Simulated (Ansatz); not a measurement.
# GaH3S + HF: a complex and its separated parts

The complex below is one end of an elementary step. How strongly is it bound against its free parts?

Computed with Ansatz 0.2.0, Gaussian basis. Level: PBE0-D4/def2-TZVP structures, single points in def2-TZVPP, no counterpoise correction.

Levels: SPW92, PBE-D4, BLYP-D4, r2SCAN-D4, B97M-V, PBE0-D4, B3LYP-D4, r2SCAN0-D4, BHLYP-D4, CAM-B3LYP-D4, wB97X-V, wB97M-V, B2PLYP, PBE-QIDH, RPA on PBE, Hartree-Fock, MP2, CCSD, CCSD(T).

Correlated methods freeze the cores. Filled d shells of the heavier atoms are correlated. B3LYP uses VWN-RPA correlation. B2PLYP carries no dispersion term here.

20 further runs of the same task are left out: 20 set aside as unsound or not needed.

### Step 1. Where the work starts

The complex: 7 atoms, charge 0, spin multiplicity 1.

Atoms are counted from 1 here; the program's logs count them from 0.

Bond lengths: Ga1–H3 1.554 Å, Ga1–H4 1.556 Å, Ga1–S6 2.273 Å, F2–H5 0.959 Å, S6–H7 1.343 Å. Angles: H3–Ga1–H4 130.1°, H3–Ga1–S6 113.0°, H4–Ga1–S6 115.6°, Ga1–S6–H7 95.1°.

Coordinates:

```
Ga   -0.8962   -0.1052   -0.2428
F     0.8561   -1.4932    0.2484
H    -1.3293   -0.7311   -1.5981
H    -1.6295   -0.0815    1.1290
H     1.3453   -0.6846    0.0829
S     0.8481    1.3379   -0.4473
H     0.8054    1.7577    0.8278
```

Its parts: GaH3S holds atoms 1, 3, 4, 6, 7; HF holds atoms 2, 5. Each part counts its atoms afresh in its own runs.

### Step 2. Relaxing GaH3S alone

relax-a/in.yaml reads:

```yaml
crystal:
  periodic: [false, false, false]
  atoms:
    - {symbol: Ga, position_ang: [-0.896153, -0.105153, -0.242778]}
    - {symbol: H, position_ang: [-1.329331, -0.731081, -1.598092]}
    - {symbol: H, position_ang: [-1.629466, -0.081547, 1.129026]}
    - {symbol: S, position_ang: [0.848094, 1.337913, -0.447309]}
    - {symbol: H, position_ang: [0.805403, 1.757678, 0.827818]}
basis:
  gaussian: {orbitals: def2-TZVP}
hamiltonian: {xc: pbe0, dispersion: d4}
relax: {f_tol: 0.005, max_steps: 200}
```

The command line of these runs was not kept.

After this run come: Relaxing HF alone; wB97M-V/def2-TZVPP; CCSD(T)/def2-TZVPP; Vibrations of GaH3S; Vibrations of HF.

What does the calculation give? Wanted: complex less parts, CCSD(T)/def2-TZVPP; with zero-point energy; largest T1 diagnostic.

The runs gave:

| quantity | value |
| --- | --- |
| complex less parts, CCSD(T)/def2-TZVPP | -0.366 eV |
| with zero-point energy | -0.281 eV |
| largest T1 diagnostic | 0.013 |

In words: At CCSD(T) the complex lies 0.366 eV below its parts. The functionals run from BHLYP-D4, off by -0.001 eV, to SPW92, off by -0.369 eV, against CCSD(T). Mean unsigned error by rung: LDA 0.369, GGA 0.080, meta-GGA 0.085, hybrid 0.042, range-separated hybrid 0.065, double hybrid 0.020 eV. PBE-D4 gives a relative energy 0.117 eV too low, outside chemical accuracy (1 kcal/mol, 0.043 eV). No counterpoise was applied, and triple zeta lacks some correlation, so the CCSD(T) reference has a basis error of its own, and close matches with it are partly luck.
